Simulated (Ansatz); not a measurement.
**Si3Ge13: band edges up the ladder**

An exercise on one series of results from a longer session: the logs are not shown, and one member is left open.

Program: Ansatz 0.2.0. Level of theory: DFT PBEsol, scalar-relativistic, plane waves, PAW. These are calculated values, not measurements.

That is the level of the relaxation; later steps name their own.

## The starting structure

The structure is monoclinic, space group Cm (No. 8). Conventional cell: a = 13.718 Å, b = 7.920 Å, c = 6.538 Å, α = 90.00°, β = 90.00°, γ = 90.00°. Around Si (site symmetry m) lie 4 Ge at 2.43 to 2.45 Å. Around Si (site symmetry m) lie 1 Si at 2.43 Å and 3 Ge at 2.43 to 2.45 Å. Around Ge (site symmetry 1) lie 3 Ge at 2.43 to 2.45 Å and 1 Si at 2.43 Å. Around Ge (site symmetry 1) lie 4 Ge at 2.43 to 2.45 Å. Ge (site symmetry m) is surrounded by 3 Ge at 2.43 Å and 1 Si at 2.45 Å. Ge (site symmetry m) is surrounded by 4 Ge at 2.43 to 2.45 Å. Only part of the 12 independent sites is listed.

As a file:

```cif
data_structure
_symmetry_space_group_name_H-M 'Cm'
_symmetry_Int_Tables_number 8
_cell_length_a 13.7183
_cell_length_b 7.9203
_cell_length_c 6.5375
_cell_angle_alpha 90.000
_cell_angle_beta 90.000
_cell_angle_gamma 90.000
_cell_volume 710.32
loop_
_atom_site_label
_atom_site_type_symbol
_atom_site_symmetry_multiplicity
_atom_site_Wyckoff_symbol
_atom_site_fract_x
_atom_site_fract_y
_atom_site_fract_z
_atom_site_occupancy
Si1 Si 2 a 0.33333 0.50000 0.93710 1
Si2 Si 2 a 0.33333 0.00000 0.93710 1
Ge1 Ge 4 b 0.58333 0.25000 0.93710 1
Ge2 Ge 4 b 0.41667 0.75000 0.43710 1
Ge3 Ge 2 a 0.66667 0.50000 0.43710 1
Ge4 Ge 2 a 0.66667 0.00000 0.43710 1
Ge5 Ge 2 a 0.33333 0.50000 0.56290 1
Ge6 Ge 2 a 0.33333 0.00000 0.56290 1
Ge7 Ge 4 b 0.58333 0.25000 0.56290 1
Ge8 Ge 4 b 0.41667 0.75000 0.06290 1
Si3 Si 2 a 0.66667 0.50000 0.06290 1
Ge9 Ge 2 a 0.66667 0.00000 0.06290 1
```

Set-up of the first run:

(A quick probe on a coarse mesh, which set the mesh and smearing, is not shown.)

input.yaml

```yaml
crystal:
  lattice:
    - [0.0, 0.0, -6.53754429]
    - [-3.96012999, -6.85914634, 0.0]
    - [-3.96012999, 6.85914634, 0.0]
  atoms:
    - { symbol: Si, position: [0.93709875, 0.16666666, 0.83333333] }
    - { symbol: Si, position: [0.93709875, 0.16666666, 0.33333333] }
    - { symbol: Ge, position: [0.93709875, 0.66666666, 0.83333333] }
    - { symbol: Ge, position: [0.93709875, 0.66666666, 0.33333333] }
    - { symbol: Ge, position: [0.43709875, 0.33333334, 0.16666667] }
    - { symbol: Ge, position: [0.43709875, 0.33333334, 0.66666667] }
    - { symbol: Ge, position: [0.43709875, 0.83333334, 0.16666667] }
    - { symbol: Ge, position: [0.43709875, 0.83333334, 0.66666667] }
    - { symbol: Ge, position: [0.56290125, 0.16666666, 0.83333333] }
    - { symbol: Ge, position: [0.56290125, 0.16666666, 0.33333333] }
    - { symbol: Ge, position: [0.56290125, 0.66666666, 0.83333333] }
    - { symbol: Ge, position: [0.56290125, 0.66666666, 0.33333333] }
    - { symbol: Ge, position: [0.06290125, 0.33333334, 0.16666667] }
    - { symbol: Ge, position: [0.06290125, 0.33333334, 0.66666667] }
    - { symbol: Si, position: [0.06290125, 0.83333334, 0.16666667] }
    - { symbol: Ge, position: [0.06290125, 0.83333334, 0.66666667] }
basis:
  ecutwfc: 420
kpoints:
  mp_grid: { grid: [6, 6, 6] }
hamiltonian:
  xc: pbesol
scf:
  occupations: { method: gaussian, width: 0.1 }
output:
  forces: true
  stress: true
  eigenvalues: true
relax:
  adjacent_minimum: "off"
  f_tol: 0.005
  max_steps: 80
  cell: { stress_tol: 0.05 }
```

The run is started by

```
$ ansatz run input.yaml --threads 4 --pin off --max-ram 10240MiB --backend cpu --events-out ev --progress --plain --runs-dir out
```

Steps of the session up to this table: Full relaxation; Levels with PBEsol; The run at PBEsol on the hybrid's mesh; The run at HSE06; The run at PBEsol, spin-orbit coupling; The run at r2SCAN.

One table of the session follows, with a row left open; its other results are not shown here.

```
                      level  gap (eV)  least direct gap (eV)
                     PBEsol      0.00                   0.01
PBEsol on the hybrid's mesh      0.00                   0.01
                      HSE06      0.63                   0.63
PBEsol, spin-orbit coupling      0.08                   0.10
                     r2SCAN         ?                      ?
```

**Question.** Estimate the row for r2SCAN.

The run gave: gap (eV): 0.26; least direct gap (eV): 0.26. In the column «gap (eV)» it lies between PBEsol, spin-orbit coupling (0.08) and HSE06 (0.63).

Gaps are by band count over the mesh and the named points; a gap of 0 means that the bands overlap or touch.
